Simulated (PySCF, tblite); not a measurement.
# C₇H₁₄O₂Si: geometry, infrared bands and NMR shifts

Aim: predict the infrared bands and NMR shifts of C₇H₁₄O₂Si (`CO[Si@@H]1CC[C@H](CC=O)C1`).

Programs: tblite 0.8.0 and PySCF 2.14.0, with density-fitted response routines of our own. Each step states its level of theory. These are calculated values for one molecule in the gas phase, unless marked as measured. Atoms count from 0, in the outputs and in this text.

### Step 1. Starting geometry

24 atoms, charge 0, multiplicity 1; geometry from: force field or distance geometry start.

Bonds of the start (Å): C0–O1 1.42, O1–Si2 1.70, Si2–C3 1.87, C3–C4 1.53, C4–C5 1.47, C5–C6 1.48, C6–C7 1.48, C7–O8 1.21, C5–C9 1.51, C9–Si2 1.87, C0–H10 1.10, C0–H11 1.11, C0–H12 1.07, Si2–H13 1.45, C3–H14 1.09, C3–H15 1.10, C4–H16 1.14, C4–H17 1.10, C5–H18 1.15, C6–H19 1.14, C6–H20 1.11, C7–H21 1.10, C9–H22 1.10, C9–H23 1.11.

### Step 2. Optimising the geometry with GFN2-xTB

Job settings and geometry (Å):

```
{"job": {"kind": "relax", "xc": "GFN2-xTB", "basis": "xTB"}, "charge": 0, "multiplicity": 1}
C      3.776200    -0.185100    -0.679600
O      2.613300    -0.856900    -1.131200
Si     1.427500    -0.560100     0.046600
C     -0.047000    -1.710500    -0.063700
C     -1.045600    -0.799600     0.643900
C     -0.993300     0.565600     0.104200
C     -2.040300     0.960200    -0.861300
C     -3.392600     0.873500    -0.277200
O     -3.879400    -0.086700     0.276500
C      0.402000     0.964200    -0.320200
H      3.983700    -0.587300     0.327100
H      3.431400     0.860900    -0.529900
H      4.615400    -0.311500    -1.339000
H      1.910500    -0.617700     1.414400
H      0.112900    -2.639800     0.489500
H     -0.363900    -1.886100    -1.102800
H     -0.646700    -0.747800     1.708600
H     -2.038200    -1.270500     0.666200
H     -1.166100     1.245900     1.017000
H     -2.032500     0.142500    -1.651100
H     -1.858800     1.928000    -1.376900
H     -4.028700     1.761200    -0.365200
H      0.432700     1.162700    -1.406600
H      0.815800     1.814700     0.251800
```

The run is started by

```sh
> OMP_NUM_THREADS=1 python probes_run.py task.json out
```

One launch serves the whole session: the jobs run in the order shown.

**Question.** This job is followed by: GFN2-xTB harmonic vibrations, gas phase; GIAO PBE0/pcSseg-1 NMR shielding, non-relativistic, gas phase. Predict these results of the whole session: strongest single infrared mode (GFN2-xTB); zero-point energy (GFN2-xTB); ¹³C shifts against TMS (PBE0/pcSseg-1); ¹H shifts against TMS (PBE0/pcSseg-1, means over atoms taken as alike); ¹⁷O shifts against H2O (PBE0/pcSseg-1); ²⁹Si shifts against TMS (PBE0/pcSseg-1).

The runs gave:

```
                                                              quantity                                                                        value
                             strongest single infrared mode (GFN2-xTB)                                                        2219 cm⁻¹, 346 km/mol
                                          zero-point energy (GFN2-xTB)                                                               123.7 kcal/mol
                                ¹³C shifts against TMS (PBE0/pcSseg-1)                                 207.7, 54.4, 52.2, 37.2, 31.6, 20.9, 9.7 ppm
¹H shifts against TMS (PBE0/pcSseg-1, means over atoms taken as alike)  10.02, 5.24, 3.81, 2.82, 2.28, 2.03, 1.64, 1.13, 0.85, 0.83, 0.64, 0.52 ppm
                                ¹⁷O shifts against H2O (PBE0/pcSseg-1)                                                              711.7, 16.1 ppm
                               ²⁹Si shifts against TMS (PBE0/pcSseg-1)                                                                     17.0 ppm
```

What this shows: The optimisation took 224 steps and gained 1.250 eV; among the close pairs (by a distance rule), O1–Si2 changed most, from 1.697 to 1.624 Å. No mode is imaginary among the 66: a minimum at this level. The strongest single mode, at 2219 cm⁻¹, moves mainly H13. GFN2-xTB is a fitted tight-binding method: band positions and strengths are rough. Its intensities can rank the bands wrongly. C7 (aldehyde carbonyl carbon) lies farthest downfield among carbon, at 207.7 ppm; the double bond to the heteroatom, with no lone-pair donor beside it, deshields it most. H21 (hydrogen on an aldehyde carbonyl carbon) lies farthest downfield among hydrogen, at 10.02 ppm; deshielded by the polar, anisotropic C=O bond. At PBE0/pcSseg-1: Shielding is most anisotropic at O8 (span 1360 ppm, paramagnetic term -773 ppm).
